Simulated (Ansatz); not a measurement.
# Li2Pt: the cost of one run

Method: DFT LDA, scalar-relativistic, in Ansatz 0.2.0.

## Step 1: The starting structure

Symmetry: P6/mmm, No. 191, hexagonal system. Conventional cell: a = 4.186 Å, b = 4.186 Å, c = 2.661 Å, α = 90.00°, β = 90.00°, γ = 120.00°. Li (site symmetry -6m2) is surrounded by 5 Li at 2.42 to 2.66 Å and 6 Pt at 2.76 Å. Around Pt (site symmetry 6/mmm) lie 2 Pt at 2.66 Å and 12 Li at 2.76 Å.

Coordinates:

```
Li Pt
1.0
     4.18600    0.00000    0.00000
    -2.09300    3.62518    0.00000
     0.00000    0.00000    2.66100
Li Pt
2 1
Direct
  0.33333 0.66667 0.50000
  0.66667 0.33333 0.50000
  0.00000 0.00000 0.00000
```

Atoms are numbered in the order of the input: Li1, Li2, Pt3.

## Step 2: The deformed structure

Space group P6/mmm before, P6/mmm after.

## Step 3: Full-potential LAPW

input.yaml reads:

```yaml
crystal:
  lattice:
    - [4.2278589765, 0.0, 0.0]
    - [-2.1139294882, 3.6614332773, 0.0]
    - [0.0, 0.0, 2.661]
  atoms:
    - { symbol: Li, position: [0.3333333333, 0.6666666667, 0.5] }
    - { symbol: Li, position: [0.6666666667, 0.3333333333, 0.5] }
    - { symbol: Pt, position: [0.0, 0.0, 0.0] }
kpoints:
  mp_grid: { grid: [9, 9, 12] }
  band_path:
    path:
      - [0.0, 0.0, 0.0]
      - [0.5, 0.0, 0.0]
      - [0.3333333333, 0.3333333333, 0.0]
      - [0.0, 0.0, 0.0]
      - [0.0, 0.0, 0.5]
      - [0.5, 0.0, 0.5]
      - [0.3333333333, 0.3333333333, 0.5]
      - [0.0, 0.0, 0.5]
      - [0.5, 0.0, 0.5]
    npoints: 5
scf:
  occupations: { method: fermi_dirac, width: 0.03 }
hamiltonian:
  xc: lda
  pseudopotentials: { kind: all_electron, lapw: { basis_error: 0.001 } }
output:
  forces: true
  stress: true
  eigenvalues: true
```

Command:

```sh
> ansatz run input.yaml --threads 1 --pin off --max-ram 4096MiB --backend cpu --events-out ev --progress --plain --runs-dir out
```

What time and memory should one allow on 1 thread of Intel Xeon 6975P-C (Granite Rapids), shared host?

About 17 s, with a peak of 0.52 GiB.
